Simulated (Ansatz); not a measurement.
# C₂H₆Bi+: energies up the ladder

The task, for C₂H₆Bi+: energies up the ladder. Charge +1.

Method: the levels named in each step, in Ansatz 0.2.0.

### Step 1. The structure to begin with

Bond lengths: C1–Bi2 2.280 Å, Bi2–C3 2.280 Å, C1–H4 1.083 Å, C1–H5 1.083 Å, C1–H6 1.081 Å, C3–H7 1.081 Å, C3–H8 1.083 Å, C3–H9 1.083 Å. Angles: C1–Bi2–C3 93.4°, Bi2–C1–H4 110.3°, Bi2–C1–H5 110.2°, Bi2–C1–H6 109.3°, H4–C1–H5 108.8°, H4–C1–H6 109.1°, H5–C1–H6 109.1°, Bi2–C3–H7 109.3°, Bi2–C3–H8 110.2°, Bi2–C3–H9 110.3°, H7–C3–H8 109.1°, H7–C3–H9 109.1°, H8–C3–H9 108.8°.

Coordinates:

```xyz
9

C     1.5983   -0.7632    1.2115
Bi    0.0086    0.1005   -0.1764
C    -1.7140   -0.5834    1.1518
H     2.0930   -1.6027    0.7396
H     2.3388   -0.0096    1.4479
H     1.1300   -1.0978    2.1260
H    -1.3289   -1.2175    1.9374
H    -2.4376   -1.1401    0.5698
H    -2.2074    0.2714    1.5969
```

### Step 2. A rough first relaxation, PBE-D4/def2-SVP

Input file input.yaml:

```yaml
crystal:
  periodic: [false, false, false]
  atoms:
    - { symbol: C, position_ang: [1.59826, -0.76319, 1.21151] }
    - { symbol: Bi, position_ang: [0.00863, 0.10053, -0.17642] }
    - { symbol: C, position_ang: [-1.71398, -0.58343, 1.15175] }
    - { symbol: H, position_ang: [2.09297, -1.60274, 0.73956] }
    - { symbol: H, position_ang: [2.33877, -0.00956, 1.44787] }
    - { symbol: H, position_ang: [1.12995, -1.09784, 2.12599] }
    - { symbol: H, position_ang: [-1.32892, -1.21751, 1.9374] }
    - { symbol: H, position_ang: [-2.43757, -1.14011, 0.56978] }
    - { symbol: H, position_ang: [-2.20737, 0.27141, 1.59689] }
total_charge: 1
basis:
  gaussian: { orbitals: def2-SVP }
hamiltonian:
  xc: pbe
  dispersion: d4
relax:
  f_tol: 0.03
  max_steps: 200
```

Launch:

```bash
$ ansatz run input.yaml --threads 4 --pin off --max-ram 10240MiB --backend cpu --events-out ev --progress --plain --runs-dir out
```

Further steps of the session: Relaxation, PBE0-D4/def2-TZVPP; Frequencies, PBE0-D4/def2-TZVPP; Single point, PBE-D4/def2-TZVPP; Single point, r2SCAN-D4/def2-TZVPP; Single point, B3LYP-D4/def2-TZVPP; Single point, wB97M-V/def2-TZVPP; Single point, B2PLYP/def2-TZVPP; Single point, LDA/def2-TZVPP; Single point, PBE0-D4/def2-SVP; Single point, PBE-D4/def2-SVP.

Q: Predict the outcome of this session. Wanted: C1–Bi2 at PBE0-D4/def2-TZVPP; Bi2–C3 at PBE0-D4/def2-TZVPP; frequencies at PBE0-D4/def2-TZVPP; energy at PBE-D4/def2-SVP.

As calculated:

```
                         quantity            value
     C1–Bi2 at PBE0-D4/def2-TZVPP          2.202 Å
     Bi2–C3 at PBE0-D4/def2-TZVPP          2.202 Å
frequencies at PBE0-D4/def2-TZVPP  57 to 3193 cm⁻¹
        energy at PBE-D4/def2-SVP     -8000.412 eV
```

No mode is imaginary, so the geometry is a minimum. These totals serve in differences with atoms or fragments at the same level; alone they don't rank the methods. Heavy atoms carry effective core potentials in def2 sets, and spin-orbit coupling is left out.
